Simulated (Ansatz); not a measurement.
**C₃H₁₂BN: one species, many methods**

An exercise on one series of results from a longer session: the logs are not shown, and one member is left open.

Computed with Ansatz 0.2.0, Gaussian basis. Level: functionals in def2-TZVPP, the program's frozen cores in correlated methods.

Levels to be run: LDA (SPW92), PBE-D4, revPBE-D4, BLYP-D4, r2SCAN-D4, B97M-V, PBE0-D4, B3LYP-D4, r2SCANh-D4, r2SCAN0-D4, HSE06-D4, BHLYP-D4, CAM-B3LYP-D4, LC-ωPBE, ωB97X-V, ωB97M-V, B2PLYP, PBE-QIDH; CCSD(T)/def2-SVP; CCSD(T)/def2-TZVPP; MP2/def2-QZVPP; extrapolation to the limit; RPA on PBE.

### Structure used throughout

All runs share one geometry, relaxed beforehand with PBE0-D4 in a triple-zeta def2 set.

SMILES `C[B-](C)(C)[NH3+]`, 17 atoms, charge 0, spin multiplicity 1.

Atoms are counted from 1 here; the program's logs count them from 0.

Bond lengths: C1–B2 1.616 Å, C1–H6 1.099 Å, C1–H7 1.095 Å, C1–H8 1.099 Å, B2–C3 1.616 Å, B2–C4 1.616 Å, B2–N5 1.672 Å, C3–H9 1.099 Å, C3–H10 1.099 Å, C3–H11 1.095 Å, C4–H12 1.099 Å, C4–H13 1.095 Å, C4–H14 1.099 Å, N5–H15 1.016 Å, N5–H16 1.016 Å, N5–H17 1.016 Å. Angles: B2–C1–H6 113.5°, B2–C1–H7 110.0°, B2–C1–H8 113.5°, H6–C1–H7 106.0°, H6–C1–H8 107.2°, H7–C1–H8 106.0°, C1–B2–C3 113.9°, C1–B2–C4 113.9°, C1–B2–N5 104.6°, C3–B2–C4 113.9°, C3–B2–N5 104.6°, C4–B2–N5 104.6°, B2–C3–H9 113.5°, B2–C3–H10 113.5°, B2–C3–H11 110.0°, H9–C3–H10 107.2°, H9–C3–H11 106.0°, H10–C3–H11 106.0° and more.

The first run:

The input, in.yaml:

```yaml
crystal:
  periodic: [false, false, false]
  atoms:
    - {symbol: C, position_ang: [-0.656532, 0.249543, -1.485578]}
    - {symbol: B, position_ang: [0.064301, -0.037220, -0.067941]}
    - {symbol: C, position_ang: [1.424934, 0.805249, 0.156666]}
    - {symbol: C, position_ang: [0.199303, -1.606860, 0.291955]}
    - {symbol: N, position_ang: [-0.997911, 0.566561, 1.074086]}
    - {symbol: H, position_ang: [-0.824765, 1.316898, -1.683751]}
    - {symbol: H, position_ang: [-0.028782, -0.114651, -2.305412]}
    - {symbol: H, position_ang: [-1.624210, -0.258617, -1.595951]}
    - {symbol: H, position_ang: [1.862281, 0.673225, 1.155716]}
    - {symbol: H, position_ang: [1.303709, 1.884962, -0.005641]}
    - {symbol: H, position_ang: [2.190451, 0.476982, -0.554010]}
    - {symbol: H, position_ang: [0.610422, -1.793068, 1.293505]}
    - {symbol: H, position_ang: [0.882645, -2.094905, -0.410679]}
    - {symbol: H, position_ang: [-0.749813, -2.155644, 0.222360]}
    - {symbol: H, position_ang: [-1.149537, 1.560546, 0.931159]}
    - {symbol: H, position_ang: [-1.895242, 0.094946, 1.012412]}
    - {symbol: H, position_ang: [-0.630254, 0.431451, 2.011103]}
basis:
  gaussian: {orbitals: def2-TZVPP}
hamiltonian: {xc: lda}
output: {orbitals: {seedname: orbitals}}
```

Command:

```sh
> ansatz run in.yaml --threads 4 --pin off --events-out ev --progress --plain --max-ram 11315MiB
```

Among the steps run: LDA; PBE-D4 (GGA); revPBE-D4 (GGA); BLYP-D4 (GGA); r2SCAN-D4 (meta-GGA); B97M-V (meta-GGA); PBE0-D4 (hybrid); B3LYP-D4 (hybrid); r2SCANh-D4 (hybrid); r2SCAN0-D4 (hybrid); HSE06-D4 (hybrid); BHLYP-D4 (hybrid); CAM-B3LYP-D4 (range-separated); LC-ωPBE (range-separated); ωB97X-V (range-separated); ωB97M-V (range-separated); B2PLYP (double hybrid); PBE-QIDH (double hybrid).

One of the session's tables, all rows but one given; the rest of the session is left out.

It belongs to the step «Orbital energies across the functionals». 

```
  functional  HOMO (eV)  gap (eV)
 LDA (SPW92)      -6.16      5.29
      PBE-D4      -6.06      5.31
   revPBE-D4      -6.01      5.34
     BLYP-D4      -5.97      5.19
   r2SCAN-D4      -6.31      6.29
      B97M-V      -6.42      5.84
     PBE0-D4      -7.37      7.46
    B3LYP-D4      -7.19      6.90
  r2SCANh-D4      -6.80      7.02
  r2SCAN0-D4      -7.54      8.11
    HSE06-D4      -6.97      6.69
    BHLYP-D4      -8.66      9.32
CAM-B3LYP-D4          ?         ?
     LC-ωPBE     -10.11     12.28
     ωB97X-V      -9.79     11.71
     ωB97M-V      -9.67     11.14
```

**Question.** Estimate the row for CAM-B3LYP-D4.

The run gave: HOMO (eV): -8.80; gap (eV): 9.61. In the column «HOMO (eV)» it lies between ωB97M-V (-9.67) and BHLYP-D4 (-8.66).
